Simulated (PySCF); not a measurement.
# One shape, several levels: C4H14N2Si (SMILES CN(C)[SiH2]N(C)C)

Aim: a comparison of 4 runs (HF/STO-3G, HF/3-21G, B3LYP/6-31G*, SCS-MP2/def2-SVP) of C4H14N2Si. Input form: a Python script.

The results are computed with PySCF 2.14.0.

1 further run of the same task is left out (set aside as unsound or not needed).

### Step 1. The system as given

The species is C4H14N2Si (21 atoms), meant as a singlet with charge 0. SMILES: `CN(C)[SiH2]N(C)C`. Geometry: relaxed at PBE0-D4/def2-TZVP. This is one conformer, not always the lowest.

Some bond lengths: C1–N2 1.439 Å, N2–C3 1.441 Å, N2–Si4 1.714 Å, Si4–N5 1.714 Å, N5–C6 1.439 Å, N5–C7 1.441 Å, C1–H8 1.100 Å, C1–H9 1.092 Å, C1–H10 1.099 Å, C3–H11 1.092 Å, C3–H12 1.098 Å, C3–H13 1.100 Å, Si4–H14 1.494 Å, Si4–H15 1.494 Å, C6–H16 1.099 Å, C6–H17 1.100 Å. Some angles: C1–N2–C3 113.9°, C1–N2–Si4 123.6°, C3–N2–Si4 121.3°, N2–Si4–N5 109.5°, Si4–N5–C6 123.6°, Si4–N5–C7 121.3°, C6–N5–C7 113.9°, N2–C1–H8 112.3°, N2–C1–H9 110.4°, N2–C1–H10 110.9°.

### Step 2. The energy at HF/STO-3G (run 1)

File mol.xyz:

```xyz
21
C4H14N2Si
C      1.061960    -1.916750    -1.628160
N      0.400570    -0.742520    -1.123120
C      0.601640     0.434280    -1.930070
Si    -0.781910    -0.779030     0.116660
N     -0.570940     0.572760     1.148560
C     -1.662270     1.318740     1.717630
C      0.710850     0.873280     1.734350
H      0.700660    -2.201840    -2.627050
H      0.897470    -2.763070    -0.958680
H      2.145370    -1.753060    -1.707170
H      0.107140     1.294450    -1.473900
H      1.670160     0.672350    -2.018730
H      0.205720     0.311870    -2.948790
H     -0.587450    -2.122430     0.740340
H     -2.204240    -0.658920    -0.323860
H     -1.496600     2.399410     1.610240
H     -1.793680     1.113080     2.790020
H     -2.597140     1.069760     1.212130
H      1.497590     0.304170     1.234690
H      0.743470     0.633920     2.807280
H      0.951650     1.939540     1.627610
```

File input.py:

```python
from pyscf import gto, scf

system = gto.Mole()
system.atom = 'mol.xyz'
system.charge = 0
system.verbose = 3
system.basis = 'sto-3g'
system.max_memory = 1860
system.build()

mf = scf.RHF(system)
mf.conv_tol = 1e-10
mf.kernel()
if not mf.converged:
    mf = mf.newton().run(mf.mo_coeff, mf.mo_occ)

e_final = mf.e_tot
print(f'total energy: {e_final:.8f} hartree')
```

Command:

```bash
$ OMP_NUM_THREADS=1 python input.py
```

The program printed:

```text
converged SCF energy = -550.892611988159
total energy: -550.89261199 hartree
```

Run time: 1.6 s. Hardware: 1 thread of Arm Neoverse V1, shared host; peak memory 0.1 GiB.

### Step 3. The energy at HF/3-21G (run 2)

File run.py:

```python
# CN(C)[SiH2]N(C)C
from pyscf import gto, scf

system = gto.M(
    atom='''
C      2.006814    -3.622133    -3.076776
N      0.756968    -1.403159    -2.122389
C      1.136935     0.820670    -3.647304
Si    -1.477596    -1.472153     0.220455
N     -1.078920     1.082360     2.170464
C     -3.141235     2.492057     3.245850
C      1.343312     1.650260     3.277447
H      1.324056    -4.160875    -4.964405
H      1.695973    -5.221446    -1.811643
H      4.054162    -3.312803    -3.226084
H      0.202465     2.446156    -2.785267
H      3.156145     1.270557    -3.814847
H      0.388754     0.589349    -5.572405
H     -1.110120    -4.010811     1.399040
H     -4.165410    -1.245178    -0.612007
H     -2.828164     4.534228     3.042913
H     -3.389564     2.103416     5.272374
H     -4.907883     2.021553     2.290594
H      2.830035     0.574798     2.333226
H      1.404955     1.197935     5.304990
H      1.798358     3.665199     3.075737
''',
    basis='3-21g',
    max_memory=1860,
    verbose=3,
    charge=0,
    unit='bohr',
)

myscf = scf.RHF(system)
myscf.conv_tol = 1e-10
myscf.kernel()
if not myscf.converged:
    myscf = myscf.newton().run(myscf.mo_coeff, myscf.mo_occ)

energy = myscf.e_tot
print('Final energy', energy)
```

Command:

```bash
$ OMP_NUM_THREADS=1 python run.py
```

The program printed:

```text
converged SCF energy = -554.457364224438
Final energy -554.4573642244382
```

It took 2.3 s on 1 thread of Arm Neoverse V1, shared host; peak memory 0.17 GiB.

Run 3 isn't shown in full; the table further down has it.

### Step 4. The energy at SCS-MP2/def2-SVP (run 4)

mol.xyz: that of step 2 with these lines changed.

```diff
@@ -1,3 +1,3 @@
 21
-C4H14N2Si
+
 C      1.061960    -1.916750    -1.628160
```

File input.py:

```python
# CN(C)[SiH2]N(C)C
from pyscf import gto, scf, mp

mol = gto.M(
    atom='mol.xyz',
    max_memory=1860,
    basis='def2-svp',
    verbose=3,
)

hf = scf.RHF(mol)
hf.conv_tol = 1e-10
hf.kernel()
if not hf.converged:
    hf = hf.newton().run(hf.mo_coeff, hf.mo_occ)

pt = mp.MP2(hf, frozen=11).run()
energy = hf.e_tot + 1.2 * pt.e_corr_os + pt.e_corr_ss / 3
print('Final energy', energy)
```

Command:

```bash
$ OMP_NUM_THREADS=1 python input.py
```

The program printed:

```text
converged SCF energy = -557.189268518262
E(RMP2) = -558.205878704673  E_corr = -1.01661018641053
E(SCS-RMP2) = -558.209397964278  E_corr = -1.02012944601541
Final energy -558.2093979642779
```

Run time: 20 s. Hardware: 1 thread of Arm Neoverse V1, shared host; peak memory 1.3 GiB.

### Step 5. Overview of the runs

| run | level | integration grid | frozen core orbitals | energy (Eh) | dipole moment (D) of the reference | HOMO energy (eV) | LUMO energy (eV) | wall time |
| --- | --- | --- | --- | --- | --- | --- | --- | --- |
| 1 | HF/STO-3G | – | – | -550.892612 | 0.29 | -7.09 | 13.29 | 1.6 s |
| 2 | HF/3-21G | – | – | -554.457364 | 0.73 | -9.14 | 5.71 | 2.3 s |
| 3 | B3LYP/6-31G* (spherical functions) | 5 | – | -559.865996 | 0.86 | -5.77 | 1.62 | 83 s |
| 4 | SCS-MP2/def2-SVP | – | 11 | -558.209398 | 0.84 | -9.40 | 4.55 | 20 s |

### Step 6. Results

| quantity | value |
| --- | --- |
| run 4: total energy | -558.20940 Eh |
| run 4: dipole moment (Hartree–Fock density) | 0.84 D |
| run 4: HOMO energy (Hartree–Fock orbitals) | -9.40 eV |
| run 4: LUMO energy (Hartree–Fock orbitals) | 4.55 eV |
| run 4: HOMO–LUMO gap (Hartree–Fock orbitals) | 13.95 eV |
| run 4: correlation energy (11 core orbitals frozen) | -1020.1 mEh |

In words: Over runs 1, 2, 3 the dipole moment (its size) runs from 0.29 D (HF/STO-3G) to 0.86 D (B3LYP/6-31G*). The two ends differ in method and basis. The two dipoles point in opposite directions. Over runs 1, 2, 3 the HOMO–LUMO gap runs from 7.39 eV (B3LYP/6-31G*) to 20.38 eV (HF/STO-3G). In run 1 the basis is minimal, so the values are rough. All runs together took 1.8 min, the longest 83 s.
